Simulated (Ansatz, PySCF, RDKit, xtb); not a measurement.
**BNH2SF: a search for the lowest isomer**

Given the formula BNH2SF (odd number of electrons) and nothing else, which arrangement of the atoms is the most stable in the gas at 298.15 K, and what are its properties?

The funnel: GFN2-xTB relaxations, single points with a density functional, relaxations at B3LYP-D3(BJ)/def2-SVP, harmonic vibrations, and a last energy at a higher level. All values are calculated.

3 further runs of the same task are left out: 3 set aside as unsound or not needed.

### 1 Drawing up candidates

All bonding patterns within simple valence rules are listed by program: one Lewis structure each, at most two rings and one unusual centre or charged pair. O–O, O–halogen and N–halogen bonds and N–N–N chains are not drawn. That gives 35 candidates.

c099 NS[B]F; c180 [N]=[BH-][SH+]F; c195 FBN[S]; c199 [NH]SBF; c211 F[B-]1=[S][NH2+]1; c212 B[N]SF; c214 F[B@@H-]1[NH+]=[S]1; c217 FB1N[SH]1; c249 B=N[SH]F; c250 F/B=N\[SH2]; c255 [B]=[S@](N)F; c271 N[B]SF; c296 F[S@@H]1[B]N1; c305 [NH]BSF; c341 [N]=[S+][BH2-]F; c441 NB(F)[S]; c451 F[B@@H-]1[N][SH+]1; c473 B[S@](=[N])F; c501 N=[SH][B]F; c526 F[S]1BN1; c543 [BH][S@](=N)F; c552 F[S@+]1[BH2-][N]1; c577 F[B]NS; c604 [B]=[S@H](=N)F; c660 FB[N]S; c682 F[S@@H]1B[N]1; c705 F[BH2-][N+]#[S]; c766 [N]=[SH]BF; c773 [BH]NSF; c857 [NH]B(F)S; c864 N=B[SH]F; c955 [BH][S@H](#N)F; c985 F[B][NH2+][S-]; c990 [N]=[B-](F)[SH2+]; c999 F/B=N/[SH2].

Candidates are built by distance geometry, with a force field where one applies, in up to four conformers (letters a to d). 4 starts with atoms placed at random are added, to find patterns that the rules miss.

Q: Predict the outcome of this search (final energies at CCSD(T)/def2-SVP + MP2/def2-TZVPP - MP2/def2-SVP).

| quantity | value |
| --- | --- |
| lowest structure found | NB(F)[S], doublet, Cs |
| next finalist | FBN[S], doublet, 25.1 kcal/mol higher in G |
| share at equilibrium, among the finalists | 100.0 % |
| harmonic wavenumbers, lowest and highest (B3LYP-D3(BJ)/def2-SVP) | 271 and 3709 cm⁻¹ |
| rotational constants, same geometry | 0.3245, 0.1517, 0.1034 cm⁻¹ |
| dipole moment (PBE0/def2-TZVPD) | 2.57 D |
| HOMO energy (highest over α and β) (PBE0/def2-TZVPD) | -7.37 eV |
| LUMO energy (lowest over α and β) (PBE0/def2-TZVPD) | -4.42 eV |
| lowest excitation (TD-B3LYP/def2-SVPD) | 0.29 eV (f = 0.000) |
| vertical ionisation energy (to the singlet cation) | 11.26 eV |
| vertical electron affinity | 2.34 eV |
| vertical quartet less doublet | +6.09 eV |

`NB(F)[S]` comes out lowest. The margin of 25.1 kcal/mol over the next finalist is beyond the usual error of the last level; it says nothing of structures that weren't ranked. GFN2-xTB, HF/STO-3G, r2SCAN-D4/def2-SVP, B3LYP-D3(BJ)/def2-SVP, HF/def2-SVP and MP2/def2-SVP already put its bonding pattern lowest among the structures in one piece. The stability test raises a flag; for an open shell a flag towards a general spinor solution can be the free rotation of the spin. Lowest found is not proven lowest: the search is finite, and each finalist counts with one conformer. Patterns outside the rules of the enumeration were met only by chance.
